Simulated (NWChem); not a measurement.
# One shape, several levels: C3H7Br (1-bromopropane)

Wanted: a comparison of 5 runs (HF/def2-SVP, PBE/3-21G, CAM-B3LYP/6-31G**, PBE0/def2-SVP, TPSSh/def2-SVP) of C3H7Br (1-bromopropane). 

Program for the calculation: NWChem 7.3.0.

## Step 1: The structure to begin with

The species is C3H7Br (11 atoms), meant as a singlet with charge 0. SMILES: `CCCBr`. Geometry: relaxed at PBE0-D4/def2-TZVP. This is one conformer, not always the lowest.

Bond lengths: C1–C2 1.517 Å, C2–C3 1.510 Å, C3–Br4 1.953 Å, C1–H5 1.092 Å, C1–H6 1.092 Å, C1–H7 1.093 Å, C2–H8 1.094 Å, C2–H9 1.098 Å, C3–H10 1.089 Å, C3–H11 1.088 Å. Some angles: C1–C2–C3 114.2°, C2–C3–Br4 112.5°, C1–C2–H8 110.4°, C1–C2–H9 109.7°, C3–C2–H8 109.3°, C3–C2–H9 106.4°, C2–C1–H5 111.0°, C2–C1–H6 110.9°, C2–C1–H7 111.1°, C2–C3–H10 112.1°.

## Step 2: Energy and forces at HF/def2-SVP (run 1)

run.py reads:

```python
from ase import Atoms
from ase.calculators.nwchem import NWChem

atoms = Atoms(['C', 'C', 'C', 'Br', 'H', 'H', 'H', 'H', 'H', 'H', 'H'], positions=[
    [-0.555400, 1.176300, 0.174600],
    [-0.232700, -0.258200, 0.548300],
    [0.751200, -0.933400, -0.376500],
    [0.042600, -1.165200, -2.181600],
    [-1.020500, 1.228900, -0.811600],
    [-1.242800, 1.621500, 0.896400],
    [0.349400, 1.789900, 0.151000],
    [-1.148000, -0.854800, 0.598800],
    [0.212600, -0.288200, 1.551000],
    [1.664500, -0.352300, -0.499500],
    [1.004600, -1.937400, -0.042700],
])

calc = NWChem(
    label='work',
    theory='scf',
    memory='2200 mb',
    basis='def2-SVP',
    basispar='spherical bse',
    scf={'nopen': '0', 'rhf': None, 'thresh': '1e-08', 'maxiter': '80'},
)
atoms.calc = calc

forces = atoms.get_forces()
print("Total energy (eV):", round(atoms.get_potential_energy(), 6))
print("forces (eV/A):")
for s, f in zip(atoms.symbols, forces):
    print(f"{s:2s} {f[0]:10.5f} {f[1]:10.5f} {f[2]:10.5f}")
print("dipole (e A):", atoms.get_dipole_moment().round(4))
```

Launch:

```console
$ export ASE_NWCHEM_COMMAND="nwchem PREFIX.nwi > PREFIX.nwo"
$ python run.py
```

Standard output:

```text
Total energy (eV): -73190.472866
forces (eV/A):
C    -0.08860    0.21962   -0.07492
C    -0.10634   -0.08551    0.29799
C     0.29053   -0.14501   -0.08464
Br   -0.02957   -0.08901   -0.21340
H     0.00936    0.03949    0.08613
H     0.02047   -0.01301   -0.00833
H    -0.03075   -0.00509    0.01162
H     0.05338    0.04458    0.00427
H    -0.04361    0.01059   -0.06603
H    -0.07081   -0.08803    0.04957
H    -0.00401    0.11143   -0.00231
dipole (e A): [0.1255 0.0836 0.4465]
```

The calculator wrote work.nwi:

```
title "work"

permanent_dir work

scratch_dir work

start work

geometry units angstrom nocenter noautosym noautoz
  C  -5.5540000000000000e-01 1.1762999999999999e+00 1.7460000000000001e-01
  C  -2.3269999999999999e-01 -2.5819999999999999e-01 5.4830000000000001e-01
  C  7.5119999999999998e-01 -9.3340000000000001e-01 -3.7650000000000000e-01
  Br 4.2599999999999999e-02 -1.1652000000000000e+00 -2.1816000000000000e+00
  H  -1.0205000000000000e+00 1.2289000000000001e+00 -8.1159999999999999e-01
  H  -1.2427999999999999e+00 1.6214999999999999e+00 8.9639999999999997e-01
  H  3.4939999999999999e-01 1.7899000000000000e+00 1.5100000000000000e-01
  H  -1.1479999999999999e+00 -8.5480000000000000e-01 5.9880000000000000e-01
  H  2.1260000000000001e-01 -2.8820000000000001e-01 1.5509999999999999e+00
  H  1.6645000000000001e+00 -3.5230000000000000e-01 -4.9950000000000000e-01
  H  1.0045999999999999e+00 -1.9374000000000000e+00 -4.2700000000000002e-02
end

memory 2200 mb

basis spherical bse noprint
   * library def2-SVP
end

scf
  nopen 0
  rhf
  thresh 1e-08
  maxiter 80
end

task scf gradient
```

work.nwo:

```text
Northwest Computational Chemistry Package (NWChem) 7.3.0
             --------------------------------------------------------

           Job information
           ---------------

    nwchem branch   = 7.3.0
    use scalapack   = T
    input           = work.nwi
    prefix          = work.
    data base       = work/work.db
    status          = startup
    nproc           =        1

           Memory information
           ------------------

[... 5 lines left out ...]
    hardfail = no
[... 139 lines left out ...]
         Quadratically convergent ROHF
[... 15 lines left out ...]
       Final RHF  results
[... 4 lines left out ...]
      Two-electron energy =   1293.910636169931
[... 49 lines left out ...]
                       ROHF Final Molecular Orbital Analysis
[... 237 lines left out ...]
                 ----------------------------------------
                 |  Time  |  1-e(secs)   |  2-e(secs)   |
                 ----------------------------------------
                 |  CPU   |       0.02   |       7.09   |
                 ----------------------------------------
                 |  WALL  |       0.02   |       7.09   |
                 ----------------------------------------

 Task  times  cpu:       47.1s     wall:       47.1s
 Total times  cpu:       47.1s     wall:       47.1s
```

It took 49 s on 1 thread of AMD EPYC 7R43 (Zen 3), shared host; peak memory 0.096 GiB.

## Step 3: Energy and gradient at PBE/3-21G (run 2)

c3h7br.nw reads:

```
start c3h7br
title "C3H7Br"
memory stack 880 mb heap 220 mb global 1100 mb

geometry units angstrom noautosym nocenter noautoz
C     -0.555400     1.176300     0.174600
C     -0.232700    -0.258200     0.548300
C      0.751200    -0.933400    -0.376500
Br     0.042600    -1.165200    -2.181600
H     -1.020500     1.228900    -0.811600
H     -1.242800     1.621500     0.896400
H      0.349400     1.789900     0.151000
H     -1.148000    -0.854800     0.598800
H      0.212600    -0.288200     1.551000
H      1.664500    -0.352300    -0.499500
H      1.004600    -1.937400    -0.042700
end

basis spherical bse
* library 3-21G
end

dft
xc xpbe96 cpbe96
grid xfine
convergence energy 1e-08
maxiter 100
mulliken
noprint "final vectors analysis"
end

task dft gradient
```

Launch:

```console
$ nwchem c3h7br.nw > c3h7br.out
```

Standard output:

```text
[...]
          Wavefunction type:  closed shell.
          No. of atoms     :    11
          No. of electrons :    60
[...]
          Charge           :     0
          Spin multiplicity:     1
[...]
          AO basis - number of functions:    63
[...]
              XC Information
              --------------
          PerdewBurkeErnzerhof Exchange Functional  1.000
            Perdew 1991 LDA Correlation Functional  1.000 local
           PerdewBurkeErnz. Correlation Functional  1.000 non-local
[...]
 d= 0,ls=0.0,diis     1  -2679.0524972668 -2.92D+03  1.89D-02  5.62D-01     4.4
[...]
 d= 0,ls=0.0,diis     8  -2679.1048196701  7.12D-09  4.50D-06  1.37D-07    26.9
         Total DFT energy =    -2679.104819670137
      One electron energy =    -4217.162687889034
           Coulomb energy =     1402.194939728485
    Exchange-Corr. energy =     -109.679709408033
 Nuclear repulsion energy =      245.542637898445
[...]
      Total Density - Mulliken Population Analysis
     ---------------------------------------------
    Atom       Charge   Shell Charges
 -----------   ------   -------------------------------------------------------
    1 C    6     6.60   1.99  0.37  1.69  1.11  1.45
    2 C    6     6.42   1.99  0.36  1.68  1.09  1.30
    3 C    6     6.66   1.99  0.36  1.61  1.19  1.51
    4 Br  35    34.94   2.00  2.00  5.99  2.00  5.95  0.85  2.37  1.10  2.69  9.99
    5 H    1     0.78   0.46  0.31
    6 H    1     0.79   0.47  0.32
    7 H    1     0.80   0.47  0.33
    8 H    1     0.77   0.47  0.31
    9 H    1     0.78   0.46  0.31
   10 H    1     0.74   0.47  0.27
[...]
  wavefunction    = closed shell
[...]
```

It took 34 s on 1 thread of AMD EPYC 7R43 (Zen 3), shared host; peak memory 0.15 GiB.

Run 3 isn't shown in full; the table further down has it.

## Step 4: Energy and gradient at PBE0/def2-SVP (run 4)

run.xyz reads:

```xyz
11

C     -0.555400     1.176300     0.174600
C     -0.232700    -0.258200     0.548300
C      0.751200    -0.933400    -0.376500
Br     0.042600    -1.165200    -2.181600
H     -1.020500     1.228900    -0.811600
H     -1.242800     1.621500     0.896400
H      0.349400     1.789900     0.151000
H     -1.148000    -0.854800     0.598800
H      0.212600    -0.288200     1.551000
H      1.664500    -0.352300    -0.499500
H      1.004600    -1.937400    -0.042700
```

run.py reads:

```python
from ase.io import read
from ase.calculators.nwchem import NWChem

mol = read('run.xyz')

calc = NWChem(
    label='run',
    theory='dft',
    memory='2200 mb',
    basis='def2-SVP',
    basispar='spherical bse',
    dft={'xc': 'pbe0', 'mult': '1', 'grid': 'fine', 'convergence': 'energy 1e-08', 'iterations': '100', 'mulliken': None},
)
mol.calc = calc

forces = mol.get_forces()
print(f"energy = {mol.get_potential_energy():.6f} eV")
print("forces (eV/A):")
for s, f in zip(mol.symbols, forces):
    print(f"{s:2s} {f[0]:10.5f} {f[1]:10.5f} {f[2]:10.5f}")
print("dipole (e A):", mol.get_dipole_moment().round(4))
```

Launch:

```console
$ export ASE_NWCHEM_COMMAND="nwchem PREFIX.nwi > PREFIX.nwo"
$ python run.py
```

Standard output:

```text
energy = -73249.015921 eV
forces (eV/A):
C     0.03270   -0.21320    0.10531
C     0.12588    0.19078   -0.17561
C    -0.31882    0.04206   -0.16249
Br    0.00159   -0.01805   -0.05209
H    -0.12712    0.01851   -0.27264
H    -0.18486    0.13390    0.18471
H     0.22847    0.17478   -0.00643
H    -0.24050   -0.17124    0.02808
H     0.09477   -0.01918    0.25007
H     0.28755    0.15442   -0.01208
H     0.10043   -0.29280    0.11313
dipole (e A): [0.1073 0.0761 0.3995]
```

The calculator wrote run.nwi:

```
title "run"

permanent_dir run

scratch_dir run

start run

geometry units angstrom nocenter noautosym noautoz
  C  -5.5540000000000000e-01 1.1762999999999999e+00 1.7460000000000001e-01
  C  -2.3269999999999999e-01 -2.5819999999999999e-01 5.4830000000000001e-01
  C  7.5119999999999998e-01 -9.3340000000000001e-01 -3.7650000000000000e-01
  Br 4.2599999999999999e-02 -1.1652000000000000e+00 -2.1816000000000000e+00
  H  -1.0205000000000000e+00 1.2289000000000001e+00 -8.1159999999999999e-01
  H  -1.2427999999999999e+00 1.6214999999999999e+00 8.9639999999999997e-01
  H  3.4939999999999999e-01 1.7899000000000000e+00 1.5100000000000000e-01
  H  -1.1479999999999999e+00 -8.5480000000000000e-01 5.9880000000000000e-01
  H  2.1260000000000001e-01 -2.8820000000000001e-01 1.5509999999999999e+00
  H  1.6645000000000001e+00 -3.5230000000000000e-01 -4.9950000000000000e-01
  H  1.0045999999999999e+00 -1.9374000000000000e+00 -4.2700000000000002e-02
end

memory 2200 mb

basis spherical bse noprint
   * library def2-SVP
end

dft
  xc pbe0
  mult 1
  grid fine
  convergence energy 1e-08
  iterations 100
  mulliken
end

task dft gradient
```

run.nwo:

```text
Northwest Computational Chemistry Package (NWChem) 7.3.0
             --------------------------------------------------------

           Job information
           ---------------

    nwchem branch   = 7.3.0
    use scalapack   = T
    input           = run.nwi
    prefix          = run.
    data base       = run/run.db
    status          = startup
    nproc           =        1

           Memory information
           ------------------

[... 5 lines left out ...]
    hardfail = no
[... 110 lines left out ...]
  convergence criterion.
[... 41 lines left out ...]
          Spatial weights used:  Erf1
[... 32 lines left out ...]
 1-e energy   =   -4224.906102
[... 41 lines left out ...]
           Coulomb energy =     1401.509927782691
[... 849 lines left out ...]
          Convergence on density requested:  1.00D-05
[... 27 lines left out ...]
          total energy or number of iterations.
[... 36 lines left out ...]
                 ----------------------------------------
                 |  Time  |  1-e(secs)   |  2-e(secs)   |
                 ----------------------------------------
                 |  CPU   |       0.02   |       5.26   |
                 ----------------------------------------
                 |  WALL  |       0.02   |       5.26   |
                 ----------------------------------------

 Task  times  cpu:       38.8s     wall:       38.8s
 Total times  cpu:       38.9s     wall:       38.9s
```

Run time: 41 s. Hardware: 1 thread of AMD EPYC 7R43 (Zen 3), shared host; peak memory 0.12 GiB.

## Step 5: Energy and forces at TPSSh/def2-SVP (run 5)

sp.nw reads:

```
start sp
memory total 2200 mb

geometry noautosym nocenter noautoz
  C       -0.555400       1.176300       0.174600
  C       -0.232700      -0.258200       0.548300
  C        0.751200      -0.933400      -0.376500
  Br       0.042600      -1.165200      -2.181600
  H       -1.020500       1.228900      -0.811600
  H       -1.242800       1.621500       0.896400
  H        0.349400       1.789900       0.151000
  H       -1.148000      -0.854800       0.598800
  H        0.212600      -0.288200       1.551000
  H        1.664500      -0.352300      -0.499500
  H        1.004600      -1.937400      -0.042700
end

basis spherical bse
  * library def2-SVP
end

dft
  xc xctpssh
  grid fine
  convergence energy 1e-08
  iterations 100
  mulliken
end

task dft gradient
```

Launch:

```console
$ nwchem sp.nw > sp.out
```

Standard output:

```text
[...]
          Wavefunction type:  closed shell.
          No. of atoms     :    11
          No. of electrons :    60
[...]
          Charge           :     0
          Spin multiplicity:     1
[...]
          AO basis - number of functions:   109
[...]
              XC Information
              --------------
                  TPSS hybrid Method XC Functional
                     Hartree-Fock (Exact) Exchange  0.100
                  TPSS metaGGA Exchange Functional  0.900
             TPSS03 metaGGA Correlation Functional  1.000
[...]
 d= 0,ls=0.0,diis     1  -2692.1839815157 -2.94D+03  7.48D-03  4.00D-01     6.2
[...]
 d= 0,ls=0.0,diis     8  -2692.2302058456 -1.32D-09  3.00D-06  1.68D-07    41.2
         Total DFT energy =    -2692.230205845613
      One electron energy =    -4228.711715064918
           Coulomb energy =     1401.103221275062
    Exchange-Corr. energy =     -110.164349954202
 Nuclear repulsion energy =      245.542637898445
[...]
      Total Density - Mulliken Population Analysis
     ---------------------------------------------
    Atom       Charge   Shell Charges
 -----------   ------   -------------------------------------------------------
    1 C    6     6.03   1.99  0.90  0.14  2.12  0.86  0.03
    2 C    6     6.05   1.99  0.91  0.15  2.12  0.85  0.04
    3 C    6     6.06   1.99  0.93  0.20  2.04  0.86  0.04
    4 Br  35    35.17   2.00  2.00  1.99  1.43  0.55  6.00  5.98  2.36  2.82  8.19  1.75  0.11
    5 H    1     0.96   0.75  0.18  0.02
    6 H    1     0.97   0.76  0.19  0.02
    7 H    1     0.98   0.76  0.19  0.02
    8 H    1     0.96   0.76  0.18  0.02
    9 H    1     0.97   0.76  0.18  0.02
   10 H    1     0.93   0.76  0.15  0.02
[...]
  wavefunction    = closed shell
[...]
```

Wall time 56 s (1 thread of AMD EPYC 7R43 (Zen 3), shared host); peak memory 0.13 GiB.

## Step 6: All runs side by side

| run | level | iteration cap | module | energy (Eh) | dipole moment (D) | HOMO energy (eV) | LUMO energy (eV) | wall time |
| --- | --- | --- | --- | --- | --- | --- | --- | --- |
| 1 | HF/def2-SVP | 80 | scf | -2689.700289 | 2.26 | -10.68 | 4.25 | 49 s |
| 2 | PBE/3-21G | 100 | dft | -2679.104820 | 1.90 | – | – | 34 s |
| 3 | CAM-B3LYP/6-31G** (spherical functions) | 100 | dft | -2692.441695 | 2.25 | -9.02 | 1.59 | 2.7 min |
| 4 | PBE0/def2-SVP | 100 | dft | -2691.851707 | 2.02 | -7.65 | 0.49 | 41 s |
| 5 | TPSSh/def2-SVP | 100 | dft | -2692.230206 | 2.05 | -6.97 | -0.01 | 56 s |

## Step 7: Summary of results

| quantity | value |
| --- | --- |
| run 5: total energy | -2692.23021 Eh |
| run 5: dipole moment | 2.05 D |
| run 5: HOMO energy | -6.97 eV |
| run 5: LUMO energy | -0.01 eV |
| run 5: HOMO–LUMO gap | 6.97 eV |
| run 5: largest force on an atom | 0.345 eV/Å |

**Reading.** The dipole moment (its size) runs from 1.90 D (PBE/3-21G) to 2.26 D (HF/def2-SVP). The two ends differ in method and basis. Over runs 1, 3, 4, 5 the HOMO–LUMO gap runs from 6.97 eV (TPSSh/def2-SVP) to 14.93 eV (HF/def2-SVP). Exact exchange widens orbital gaps. Totals of different functionals can't be ranked against each other. All runs together took 5.7 min, the longest 2.7 min.
